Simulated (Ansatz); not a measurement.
# Cl₃H₂NSn, SMILES [NH2][Sn]([Cl])([Cl])[Cl]: vertical spin-state energies

Computed with the Ansatz DFT code, driven from Python.

`run_spin.py`
```python
"""Vertical spin-state energies of Cl3H2NSn."""

import warnings

import ansatz as az
from ase import Atoms

BASIS_SET = "def2-SVPD"
XC = "r2scan0"

warnings.simplefilter("ignore", az.DeckWarning)

atoms = Atoms(["N", "Sn", "Cl", "Cl", "Cl", "H", "H"], positions=[
    (-0.4629, 0.873, 0.9852),
    (0.4071, -0.3098, -0.4035),
    (2.1349, -1.4745, 0.6285),
    (-1.083, -1.8315, -1.2604),
    (1.2731, 0.9928, -2.1802),
    (-1.3127, 1.3871, 0.4788),
    (-0.8952, 0.2948, 1.706),
])
cl3h2nsn = az.Crystal.molecule_from_ase(atoms)

job = (
    cl3h2nsn.calculation()
    .basis(gaussian=BASIS_SET)
    .functional(XC)
)
found = {}
for unpaired in [0, 2]:
    data = job.spin("collinear", total=unpaired).run().report
    s = unpaired / 2
    found[unpaired] = data["free_energy_ev"]
    print(f"2S+1 = {unpaired + 1}: E = {found[unpaired]:.5f} eV, <S^2> = {abs(data['mean_field']['state']['spin_squared']):.3f} (pure state {s * (s + 1):.2f})")
lowest = min(found, key=found.get)
for unpaired, e in found.items():
    print(f"multiplicity {unpaired + 1}: {23.060548 * (e - found[lowest]):.1f} kcal/mol above the lowest")
```

```console
$ python run_spin.py
2S+1 = 1: E = -44911.14277 eV, <S^2> = 0.000 (pure state 0.00)
2S+1 = 3: E = -44906.83464 eV, <S^2> = 2.012 (pure state 2.00)
multiplicity 1: 0.0 kcal/mol above the lowest
multiplicity 3: 99.3 kcal/mol above the lowest
```

In order: multiplicity 1 (+0.00 eV) and multiplicity 3 (+4.31 eV), all at the one geometry.

Reading the output:
- These settings explore the input space; basis and method may be short of convergence.
- The geometry is a force-field or estimated start, not a minimum of this method, and the basis set is short of its limit. All parts are taken at fixed geometry, without zero-point energy.
- def2 sets replace the cores of elements past krypton by effective core potentials.
- Spin-orbit coupling, which mixes and shifts the spin states of heavy atoms, is left out.
- The whole script took 47 s on 1 thread of Intel(R) Xeon(R) 6975P-C (Granite Rapids), with other jobs on the host, peak memory 0.74 GiB.

(Lines on the test bed's own set-up are left out of the output.)
